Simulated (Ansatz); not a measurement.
**BGaH₂O: small, medium and large basis sets**

The task here is to estimate one member of a computed series from the others.

Method: one geometry, several basis sets; program: Ansatz 0.2.0, Gaussian basis.

Plan: PBE0-D4/def2-SVP; ωB97M-V/def2-SVP; PBE0-D4/def2-QZVPP; ωB97M-V/def2-QZVPP; the functionals' def2-TZVPP values are taken from earlier runs.

## The relaxed structure

An earlier PBE0-D4 in a triple-zeta def2 set relaxation fixed the geometry.

5 atoms, charge 0, spin multiplicity 1.

Atoms are counted from 1 here; the program's logs count them from 0.

Bond lengths: B1–O2 1.334 Å, B1–H4 1.208 Å, B1–H5 1.208 Å, O2–Ga3 1.819 Å. Angles: O2–B1–H4 119.9°, O2–B1–H5 120.0°, H4–B1–H5 120.1°, B1–O2–Ga3 176.7°.

Geometry (Å):

```xyz
5
charge 0, multiplicity 1
B    -0.55295    0.26392   -0.19686
O     0.56965   -0.33137    0.20927
Ga    2.15500   -1.07146    0.70680
H    -1.62135   -0.12273    0.21254
H    -0.50046    1.18793   -0.97315
```

Set-up of the first run:

in.yaml reads:

```yaml
crystal:
  periodic: [false, false, false]
  atoms:
    - {symbol: B, position_ang: [-0.552949, 0.263921, -0.196861]}
    - {symbol: O, position_ang: [0.569654, -0.331369, 0.209270]}
    - {symbol: Ga, position_ang: [2.155004, -1.071459, 0.706800]}
    - {symbol: H, position_ang: [-1.621346, -0.122726, 0.212537]}
    - {symbol: H, position_ang: [-0.500464, 1.187934, -0.973145]}
basis:
  gaussian: {orbitals: def2-SVP}
hamiltonian: {xc: pbe0, dispersion: d4}
output: {orbitals: {seedname: orbitals}}
```

On the command line:

```bash
> ansatz run in.yaml --threads 2 --pin off --events-out ev --progress --plain --max-ram 4352MiB
```

Steps of the session up to this table: PBE0-D4 in def2-SVP; ωB97M-V in def2-SVP; PBE0-D4 in def2-QZVPP; ωB97M-V in def2-QZVPP.

One of the session's tables, all rows but one given; the rest of the session is left out.

It belongs to the step «Density functionals: the series». 

```
functional       basis  HOMO (eV)  LUMO (eV)
   PBE0-D4    def2-SVP      -7.41      -1.55
   PBE0-D4  def2-TZVPP      -7.43      -1.53
   PBE0-D4  def2-QZVPP      -7.45      -1.57
   ωB97M-V    def2-SVP      -9.67       0.23
   ωB97M-V  def2-TZVPP          ?          ?
   ωB97M-V  def2-QZVPP      -9.75       0.04
```

**Question.** Estimate the row for ωB97M-V, def2-TZVPP.

As computed: HOMO (eV): -9.74; LUMO (eV): 0.22. In the column «HOMO (eV)» it lies between ωB97M-V, def2-QZVPP (-9.75) and ωB97M-V, def2-SVP (-9.67).
